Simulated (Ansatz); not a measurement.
**AlH8NOSi2: basis-set convergence**

The task here is to estimate one member of a computed series from the others.

Computed with Ansatz 0.2.0, Gaussian basis. Level: one geometry, several basis sets.

Plan: PBE0-D4/def2-SVP; ωB97M-V/def2-SVP; PBE0-D4/def2-QZVPP; ωB97M-V/def2-QZVPP; the functionals' def2-TZVPP values are taken from earlier runs.

**Structure used throughout**

The geometry comes from an earlier relaxation with PBE0-D4 in a triple-zeta def2 set; it is a stationary point, not always the lowest conformer.

SMILES `[NH2][Al]([SiH3])[SiH2]O`, 13 atoms, charge 0, spin multiplicity 1.

Atoms are counted from 1 here; the program's logs count them from 0.

Bond lengths: N1–Al2 1.772 Å, N1–H6 1.008 Å, N1–H7 1.008 Å, Al2–Si3 2.457 Å, Al2–Si4 2.469 Å, Si3–H8 1.492 Å, Si3–H9 1.492 Å, Si3–H10 1.492 Å, Si4–O5 1.666 Å, Si4–H11 1.498 Å, Si4–H12 1.490 Å, O5–H13 0.958 Å. Angles: Al2–N1–H6 125.4°, Al2–N1–H7 124.4°, H6–N1–H7 110.2°, N1–Al2–Si3 117.1°, N1–Al2–Si4 115.2°, Si3–Al2–Si4 127.6°, Al2–Si3–H8 111.5°, Al2–Si3–H9 112.6°, Al2–Si3–H10 111.4°, H8–Si3–H9 107.2°, H8–Si3–H10 106.6°, H9–Si3–H10 107.2°, Al2–Si4–O5 112.4°, Al2–Si4–H11 111.4°, Al2–Si4–H12 111.7°, O5–Si4–H11 110.4°, O5–Si4–H12 104.5°, H11–Si4–H12 106.1° and more.

Geometry (Å):

```
N     0.3578    1.9955   -0.1315
Al    0.2655    0.2465    0.1370
Si    1.5570   -0.6689    2.0166
Si   -1.1962   -0.9825   -1.4284
O    -2.0987    0.0371   -2.3881
H     0.9015    2.6421    0.4179
H    -0.0892    2.4786   -0.8949
H     2.5196   -1.7138    1.5604
H     2.3458    0.3759    2.7328
H     0.6682   -1.3189    3.0240
H    -2.0894   -1.9411   -0.7027
H    -0.4066   -1.8004   -2.3911
H    -2.7148    0.6153   -1.9372
```

The first run:

The input, in.yaml:

```yaml
crystal:
  periodic: [false, false, false]
  atoms:
    - {symbol: N, position_ang: [0.357804, 1.995491, -0.131488]}
    - {symbol: Al, position_ang: [0.265476, 0.246473, 0.137006]}
    - {symbol: Si, position_ang: [1.556954, -0.668929, 2.016589]}
    - {symbol: Si, position_ang: [-1.196188, -0.982509, -1.428386]}
    - {symbol: O, position_ang: [-2.098724, 0.037144, -2.388112]}
    - {symbol: H, position_ang: [0.901529, 2.642071, 0.417852]}
    - {symbol: H, position_ang: [-0.089172, 2.478637, -0.894933]}
    - {symbol: H, position_ang: [2.519617, -1.713844, 1.560383]}
    - {symbol: H, position_ang: [2.345786, 0.375885, 2.732841]}
    - {symbol: H, position_ang: [0.668174, -1.318908, 3.024023]}
    - {symbol: H, position_ang: [-2.089390, -1.941102, -0.702674]}
    - {symbol: H, position_ang: [-0.406619, -1.800440, -2.391095]}
    - {symbol: H, position_ang: [-2.714846, 0.615334, -1.937206]}
basis:
  gaussian: {orbitals: def2-SVP}
hamiltonian: {xc: pbe0, dispersion: d4}
output: {orbitals: {seedname: orbitals}}
```

Command:

```sh
> ansatz run in.yaml --threads 4 --pin off --events-out ev --progress --plain --max-ram 10444MiB
```

Among the steps run: PBE0-D4 in def2-SVP; ωB97M-V in def2-SVP; PBE0-D4 in def2-QZVPP; ωB97M-V in def2-QZVPP.

One of the session's tables, all rows but one given; the rest of the session is left out.

It belongs to the step «Functionals by basis». 

| functional | basis | HOMO (eV) | LUMO (eV) |
| --- | --- | --- | --- |
| PBE0-D4 | def2-SVP | -6.75 | -1.36 |
| PBE0-D4 | def2-TZVPP | -6.81 | -1.50 |
| PBE0-D4 | def2-QZVPP | ? | ? |
| ωB97M-V | def2-SVP | -8.65 | 0.39 |
| ωB97M-V | def2-TZVPP | -8.74 | 0.17 |
| ωB97M-V | def2-QZVPP | -8.77 | 0.04 |

Q: Estimate the row for PBE0-D4, def2-QZVPP from the others.

**Answer.** HOMO (eV): -6.83; LUMO (eV): -1.55. In the column «HOMO (eV)» it lies between ωB97M-V, def2-SVP (-8.65) and PBE0-D4, def2-TZVPP (-6.81).
